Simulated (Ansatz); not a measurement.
# F− with CH₆Si: structure and interaction energy, part 2 of 3

Ansatz 0.2.0, Gaussian basis.

**6. B2PLYP/def2-TZVPPD**

The inputs:

ab/in.yaml

```yaml
crystal:
  periodic: [false, false, false]
  atoms:
    - {symbol: F, position_ang: [1.094158, 0.074383, -1.615347]}
    - {symbol: C, position_ang: [0.529870, -0.167768, 0.961986]}
    - {symbol: Si, position_ang: [-0.396886, 0.122301, -0.690288]}
    - {symbol: H, position_ang: [1.612719, -0.265463, 0.845467]}
    - {symbol: H, position_ang: [0.138749, -1.073406, 1.439075]}
    - {symbol: H, position_ang: [0.317195, 0.662901, 1.644219]}
    - {symbol: H, position_ang: [-0.617231, 1.540027, -1.187223]}
    - {symbol: H, position_ang: [-1.788414, 0.176195, 0.094229]}
    - {symbol: H, position_ang: [-0.890161, -1.068972, -1.492217]}
basis:
  gaussian: {orbitals: "def2-TZVPPD.json"}
total_charge: -1
hamiltonian: {xc: {name: B2PLYP}}
```

a/in.yaml

```yaml
crystal:
  periodic: [false, false, false]
  atoms:
    - {symbol: F, position_ang: [1.094158, 0.074383, -1.615347]}
basis:
  gaussian:
    orbitals: "def2-TZVPPD.json"
    ghost_atoms:
      - {symbol: C, position_ang: [0.529870, -0.167768, 0.961986]}
      - {symbol: Si, position_ang: [-0.396886, 0.122301, -0.690288]}
      - {symbol: H, position_ang: [1.612719, -0.265463, 0.845467]}
      - {symbol: H, position_ang: [0.138749, -1.073406, 1.439075]}
      - {symbol: H, position_ang: [0.317195, 0.662901, 1.644219]}
      - {symbol: H, position_ang: [-0.617231, 1.540027, -1.187223]}
      - {symbol: H, position_ang: [-1.788414, 0.176195, 0.094229]}
      - {symbol: H, position_ang: [-0.890161, -1.068972, -1.492217]}
total_charge: -1
hamiltonian: {xc: {name: B2PLYP}}
```

b/in.yaml

```yaml
crystal:
  periodic: [false, false, false]
  atoms:
    - {symbol: C, position_ang: [0.529870, -0.167768, 0.961986]}
    - {symbol: Si, position_ang: [-0.396886, 0.122301, -0.690288]}
    - {symbol: H, position_ang: [1.612719, -0.265463, 0.845467]}
    - {symbol: H, position_ang: [0.138749, -1.073406, 1.439075]}
    - {symbol: H, position_ang: [0.317195, 0.662901, 1.644219]}
    - {symbol: H, position_ang: [-0.617231, 1.540027, -1.187223]}
    - {symbol: H, position_ang: [-1.788414, 0.176195, 0.094229]}
    - {symbol: H, position_ang: [-0.890161, -1.068972, -1.492217]}
basis:
  gaussian:
    orbitals: "def2-TZVPPD.json"
    ghost_atoms:
      - {symbol: F, position_ang: [1.094158, 0.074383, -1.615347]}
hamiltonian: {xc: {name: B2PLYP}}
```

Each run has its own folder and the same command.

Run with:

```
> ansatz run in.yaml --threads 4 --pin off --events-out ev --progress --plain --max-ram 9574MiB
```

ab printed, shortened:

```text
Functional definition: B2PLYP
  name "B2PLYP"
  cite "Grimme, J. Chem. Phys. 124, 034108 (2006) doi:10.1063/1.2148954"
  cite "Becke, Phys. Rev. A 38, 3098 (1988) doi:10.1103/PhysRevA.38.3098"
  cite "Lee, Yang & Parr, Phys. Rev. B 37, 785 (1988) doi:10.1103/PhysRevB.37.785"
[...]
1284 factors; integrals over basis functions are off by at most 1.2e-3 eV
[...]
mean field -11721.78962527 eV, -430.7678234143 hartree, gradient 3.5e-6 eV, S^2 0.000000; 0 other end points of the search recorded, 0 dependent functions left out
7 core orbitals not correlated: weight in the atoms' cores, before any rotation towards them, 1.000 or more for the frozen orbitals, at most 0.000 for the correlated occupied ones
reference -11721.78980700 eV, -430.7678300926 hartree; 11, 11 occupied and 209, 209 virtual orbitals, 1284 factors
second order -19.95005632 eV of doubles, -0.00000000 eV of singles
Total energy: -11727.17632220 eV, -430.9657808753 hartree
```

Log of a, shortened:

```text
[... 5 set-up lines as earlier in the session ...]
[...]
1283 factors; integrals over basis functions are off by at most 1.1e-3 eV
[...]
mean field -2714.40708370 eV, -99.7526204348 hartree, gradient 3.5e-6 eV, S^2 0.000000; 0 other end points of the search recorded, 0 dependent functions left out
1 core orbitals not correlated: weight in the atoms' cores, before any rotation towards them, 1.000 or more for the frozen orbitals, at most 0.000 for the correlated occupied ones
reference -2714.40722837 eV, -99.7526257511 hartree; 4, 4 occupied and 222, 222 virtual orbitals, 1283 factors
second order -9.49393843 eV of doubles, -0.00000000 eV of singles
Total energy: -2716.97059174 eV, -99.8468276177 hartree
```

b printed, shortened:

```text
[... 5 set-up lines as earlier in the session ...]
[...]
1279 factors; integrals over basis functions are off by at most 1.2e-3 eV
[...]
mean field -9004.73524682 eV, -330.9179166920 hartree, gradient 7.8e-6 eV, S^2 0.000000; 0 other end points of the search recorded, 0 dependent functions left out
6 core orbitals not correlated: weight in the atoms' cores, before any rotation towards them, 1.000 or more for the frozen orbitals, at most 0.000 for the correlated occupied ones
reference -9004.73541376 eV, -330.9179228268 hartree; 7, 7 occupied and 214, 214 virtual orbitals, 1279 factors
second order -10.83719084 eV of doubles, -0.00000000 eV of singles
Total energy: -9007.66145529 eV, -331.0254528696 hartree
```

They took 3.4 s (ab), 2.5 s (a), 3.1 s (b) on 4 threads of Arm Neoverse V1, shared host; peak memory 0.54 GiB.

E(ab) − E(a) − E(b) = -58.67 kcal/mol.

**7. B97M-V/def2-TZVPPD**

Each input of step 6 (ab, a, b) changes in the same lines:

```diff
-hamiltonian: {xc: {name: B2PLYP}}
+hamiltonian: {xc: {name: B97M-V}}
```

One command serves all of them, each in its own folder.

Run with:

```
> ansatz run in.yaml --threads 4 --pin off --events-out ev --progress --plain --max-ram 9574MiB
```

Log of ab, shortened:

```text
Functional definition: B97M-V
  name "B97M-V"
  cite "Mardirossian & Head-Gordon, J. Chem. Phys. 142, 074111 (2015) doi:10.1063/1.4907719"
[... 2 set-up lines as earlier in the session ...]
  # Of w^i u^j: cxij and so on, Table III.
[...]
  gx(w, u) = cx00 + cx01*u + cx02*u^2 + (cx10 + cx11*u)*w
[...]
  gos(w, u) = cos00 + cos01*u + cos03*u^3 + cos10*w + cos32*w^3*u^2
[...]
      + integral(e_c_pw_mod_opposite_spin*gos(b97_w_opposite, b97_u_opposite)) + vv10(b, c)
1030 factors; their error is unknown
[...]
mean field -11730.21397471 eV, -431.0774125459 hartree, gradient 3.2e-5 eV, S^2 0.000000; 0 other end points of the search recorded, 0 dependent functions left out
reference -11730.21405244 eV, -431.0774154023 hartree; 18, 18 occupied and 209, 209 virtual orbitals, 1030 factors
Total energy: -11730.21405244 eV, -431.0774154023 hartree
```

a printed, shortened:

```text
[... 5 set-up lines as earlier in the session ...]
  # Of w^i u^j: cxij and so on, Table III.
[...]
  gx(w, u) = cx00 + cx01*u + cx02*u^2 + (cx10 + cx11*u)*w
[...]
  gos(w, u) = cos00 + cos01*u + cos03*u^3 + cos10*w + cos32*w^3*u^2
[...]
      + integral(e_c_pw_mod_opposite_spin*gos(b97_w_opposite, b97_u_opposite)) + vv10(b, c)
967 factors; their error is unknown
[...]
mean field -2717.16788112 eV, -99.8540778685 hartree, gradient 7.8e-6 eV, S^2 0.000000; 0 other end points of the search recorded, 0 dependent functions left out
reference -2717.16796938 eV, -99.8540811119 hartree; 5, 5 occupied and 222, 222 virtual orbitals, 967 factors
Total energy: -2717.16796938 eV, -99.8540811119 hartree
```

b printed, shortened:

```text
[... 5 set-up lines as earlier in the session ...]
  # Of w^i u^j: cxij and so on, Table III.
[...]
  gx(w, u) = cx00 + cx01*u + cx02*u^2 + (cx10 + cx11*u)*w
[...]
  gos(w, u) = cos00 + cos01*u + cos03*u^3 + cos10*w + cos32*w^3*u^2
[...]
      + integral(e_c_pw_mod_opposite_spin*gos(b97_w_opposite, b97_u_opposite)) + vv10(b, c)
1025 factors; their error is unknown
[...]
mean field -9010.23983580 eV, -331.1202066058 hartree, gradient 4.2e-5 eV, S^2 0.000000; 0 other end points of the search recorded, 0 dependent functions left out
reference -9010.23990166 eV, -331.1202090262 hartree; 13, 13 occupied and 214, 214 virtual orbitals, 1025 factors
Total energy: -9010.23990166 eV, -331.1202090262 hartree
```

Wall times: 6 s (ab), 3.7 s (a), 4.9 s (b) on 4 threads of Arm Neoverse V1, shared host.

Interaction energy, ab − a − b: -64.71 kcal/mol.

**8. CCSD(T)/def2-TZVPPD**

The same edit goes into each in.yaml of step 7 (ab, a, b):

```diff
-hamiltonian: {xc: {name: B97M-V}}
+correlation: {method: ccsd_t}
```

Each run has its own folder and the same command.

Run with:

```
> ansatz run in.yaml --threads 4 --pin off --events-out ev --progress --plain --max-ram 9574MiB
```

ab printed, shortened:

```text
Functional definition: HF
  name "HF"
  cite "Fock, Z. Phys. 61, 126 (1930) doi:10.1007/BF01340294"
[... 1 set-up line as earlier in the session ...]
[...]
1284 factors; integrals over basis functions are off by at most 1.2e-3 eV
[...]
mean field -11696.33667502 eV, -429.8324447451 hartree, gradient 2.7e-6 eV, S^2 0.000000; 0 other end points of the search recorded, 0 dependent functions left out
7 core orbitals not correlated: weight in the atoms' cores, before any rotation towards them, 1.000 or more for the frozen orbitals, at most 0.000 for the correlated occupied ones
reference -11696.33667502 eV, -429.8324447451 hartree; 11, 11 occupied and 209, 209 virtual orbitals, 1284 factors
second order -16.58734012 eV of doubles, -0.00000000 eV of singles
cycle   1  -17.05580716 eV  change   -4.7e-1 eV  update   9.2e-2
[...]
cycle   9  -17.55411474 eV  change    7.5e-6 eV  update   2.2e-5
perturbative correction -0.57802351 eV, -0.0212419723 hartree
Total energy: -11714.46881327 eV, -430.4987885357 hartree
```

a printed, shortened:

```text
[... 4 set-up lines as earlier in the session ...]
[...]
1283 factors; integrals over basis functions are off by at most 1.1e-3 eV
[...]
mean field -2706.33285848 eV, -99.4558981309 hartree, gradient 5.4e-7 eV, S^2 0.000000; 0 other end points of the search recorded, 0 dependent functions left out
1 core orbitals not correlated: weight in the atoms' cores, before any rotation towards them, 1.000 or more for the frozen orbitals, at most 0.000 for the correlated occupied ones
reference -2706.33285848 eV, -99.4558981309 hartree; 4, 4 occupied and 222, 222 virtual orbitals, 1283 factors
second order -7.87445649 eV of doubles, -0.00000000 eV of singles
cycle   1  -7.46955607 eV  change    4.0e-1 eV  update   9.9e-2
[...]
cycle  14  -7.71656414 eV  change   -4.9e-6 eV  update   2.8e-6
perturbative correction -0.26507757 eV, -0.0097414208 hartree
Total energy: -2714.31450018 eV, -99.7492180533 hartree
```

Log of b, shortened:

```text
[... 4 set-up lines as earlier in the session ...]
[...]
1279 factors; integrals over basis functions are off by at most 1.2e-3 eV
[...]
mean field -8987.23534310 eV, -330.2748070918 hartree, gradient 1.7e-6 eV, S^2 0.000000; 0 other end points of the search recorded, 0 dependent functions left out
6 core orbitals not correlated: weight in the atoms' cores, before any rotation towards them, 1.000 or more for the frozen orbitals, at most 0.000 for the correlated occupied ones
reference -8987.23534310 eV, -330.2748070918 hartree; 7, 7 occupied and 214, 214 virtual orbitals, 1279 factors
second order -8.86879704 eV of doubles, -0.00000000 eV of singles
cycle   1  -9.61112637 eV  change   -7.4e-1 eV  update   7.0e-2
[...]
cycle   9  -9.95633752 eV  change   -1.3e-6 eV  update   1.5e-5
perturbative correction -0.34601442 eV, -0.0127157952 hartree
Total energy: -8997.53769503 eV, -330.6534115424 hartree
```

Times: 50 s (ab), 16 s (a), 24 s (b) on 4 threads of Arm Neoverse V1, shared host; peak memory 3.8 GiB.

E(ab) − E(a) − E(b) = -60.34 kcal/mol.

**9. MP2/def2-QZVPPD**

Changes to ab/in.yaml since step 8:

```diff
@@ -13,4 +13,4 @@
 basis:
-  gaussian: {orbitals: "def2-TZVPPD.json"}
+  gaussian: {orbitals: "def2-QZVPPD.json"}
 total_charge: -1
-correlation: {method: ccsd_t}
+correlation: {method: mp2}
```

Changes to a/in.yaml since step 8:

```diff
@@ -6,3 +6,3 @@
   gaussian:
-    orbitals: "def2-TZVPPD.json"
+    orbitals: "def2-QZVPPD.json"
     ghost_atoms:
@@ -17,2 +17,2 @@
 total_charge: -1
-correlation: {method: ccsd_t}
+correlation: {method: mp2}
```

Changes to b/in.yaml since step 8:

```diff
@@ -13,5 +13,5 @@
   gaussian:
-    orbitals: "def2-TZVPPD.json"
+    orbitals: "def2-QZVPPD.json"
     ghost_atoms:
       - {symbol: F, position_ang: [1.094158, 0.074383, -1.615347]}
-correlation: {method: ccsd_t}
+correlation: {method: mp2}
```

The same command starts each run, in its folder.

Run with:

```
> ansatz run in.yaml --threads 4 --pin off --events-out ev --progress --plain --max-ram 9574MiB
```

Log of ab, shortened:

```text
[... 4 set-up lines as earlier in the session ...]
[...]
2314 factors; integrals over basis functions are off by at most 9.3e-4 eV
[...]
mean field -11696.75743287 eV, -429.8479073110 hartree, gradient 8.0e-6 eV, S^2 0.000000; 0 other end points of the search recorded, 0 dependent functions left out
7 core orbitals not correlated: weight in the atoms' cores, before any rotation towards them, 1.000 or more for the frozen orbitals, at most 0.000 for the correlated occupied ones
reference -11696.75743287 eV, -429.8479073110 hartree; 11, 11 occupied and 385, 385 virtual orbitals, 2314 factors
second order -17.81176973 eV of doubles, -0.00000000 eV of singles
Total energy: -11714.56920260 eV, -430.5024777752 hartree
```

a printed, shortened:

```text
[... 4 set-up lines as earlier in the session ...]
[...]
2314 factors; integrals over basis functions are off by at most 9.4e-4 eV
[...]
mean field -2706.42213598 eV, -99.4591790185 hartree, gradient 2.5e-6 eV, S^2 0.000000; 0 other end points of the search recorded, 0 dependent functions left out
1 core orbitals not correlated: weight in the atoms' cores, before any rotation towards them, 1.000 or more for the frozen orbitals, at most 0.000 for the correlated occupied ones
reference -2706.42213598 eV, -99.4591790185 hartree; 4, 4 occupied and 398, 398 virtual orbitals, 2314 factors
second order -8.52418756 eV of doubles, -0.00000000 eV of singles
Total energy: -2714.94632354 eV, -99.7724371334 hartree
```

Log of b, shortened:

```text
[... 4 set-up lines as earlier in the session ...]
[...]
2310 factors; integrals over basis functions are off by at most 9.3e-4 eV
[...]
mean field -8987.52965649 eV, -330.2856229097 hartree, gradient 1.9e-6 eV, S^2 0.000000; 0 other end points of the search recorded, 0 dependent functions left out
6 core orbitals not correlated: weight in the atoms' cores, before any rotation towards them, 1.000 or more for the frozen orbitals, at most 0.000 for the correlated occupied ones
reference -8987.52965649 eV, -330.2856229097 hartree; 7, 7 occupied and 390, 390 virtual orbitals, 2310 factors
second order -9.39295723 eV of doubles, -0.00000000 eV of singles
Total energy: -8996.92261372 eV, -330.6308077210 hartree
```

Times: 11 s (ab), 8 s (a), 10 s (b) on 4 threads of Arm Neoverse V1, shared host; peak memory 2 GiB.

E(ab) − E(a) − E(b) = -62.27 kcal/mol.

**10. Hartree-Fock/STO-3G**

Changes to ab/in.yaml since step 9:

```diff
@@ -13,4 +13,4 @@
 basis:
-  gaussian: {orbitals: "def2-QZVPPD.json"}
+  gaussian: {orbitals: STO-3G}
 total_charge: -1
-correlation: {method: mp2}
+hamiltonian: {xc: hf}
```

Changes to a/in.yaml since step 9:

```diff
@@ -6,3 +6,3 @@
   gaussian:
-    orbitals: "def2-QZVPPD.json"
+    orbitals: STO-3G
     ghost_atoms:
@@ -17,2 +17,2 @@
 total_charge: -1
-correlation: {method: mp2}
+hamiltonian: {xc: hf}
```

Changes to b/in.yaml since step 9:

```diff
@@ -13,5 +13,5 @@
   gaussian:
-    orbitals: "def2-QZVPPD.json"
+    orbitals: STO-3G
     ghost_atoms:
       - {symbol: F, position_ang: [1.094158, 0.074383, -1.615347]}
-correlation: {method: mp2}
+hamiltonian: {xc: hf}
```

Each run has its own folder and the same command.

Run with:

```
> ansatz run in.yaml --threads 4 --pin off --events-out ev --progress --plain --max-ram 9574MiB
```

ab printed, shortened:

```text
[... 4 set-up lines as earlier in the session ...]
[...]
321 factors; integrals over basis functions are off by at most 4.2e-5 eV
[...]
mean field -11546.19398229 eV, -424.3148025579 hartree, gradient 4.8e-5 eV, S^2 0.000000; 0 other end points of the search recorded, 0 dependent functions left out
reference -11546.19398229 eV, -424.3148025579 hartree; 18, 18 occupied and 7, 7 virtual orbitals, 321 factors
Total energy: -11546.19398229 eV, -424.3148025579 hartree
```

Log of a, shortened:

```text
[... 4 set-up lines as earlier in the session ...]
[...]
244 factors; integrals over basis functions are off by at most 2.5e-3 eV
[...]
mean field -2661.88767388 eV, -97.8225677227 hartree, gradient 1.2e-5 eV, S^2 0.000000; 0 other end points of the search recorded, 0 dependent functions left out
reference -2661.88767388 eV, -97.8225677227 hartree; 5, 5 occupied and 20, 20 virtual orbitals, 244 factors
Total energy: -2661.88767388 eV, -97.8225677227 hartree
```

b printed, shortened:

```text
[... 4 set-up lines as earlier in the session ...]
[...]
292 factors; integrals over basis functions are off by at most 9.1e-4 eV
[...]
mean field -8882.87117922 eV, -326.4394948099 hartree, gradient 4.0e-5 eV, S^2 0.000000; 0 other end points of the search recorded, 0 dependent functions left out
reference -8882.87117922 eV, -326.4394948099 hartree; 13, 13 occupied and 12, 12 virtual orbitals, 292 factors
Total energy: -8882.87117922 eV, -326.4394948099 hartree
```

They took 0.1 s (ab), 0.1 s (a), 0.1 s (b) on 4 threads of Arm Neoverse V1, shared host.

Interaction energy, ab − a − b: -33.09 kcal/mol.

(Part 2 of 3 ends here.)
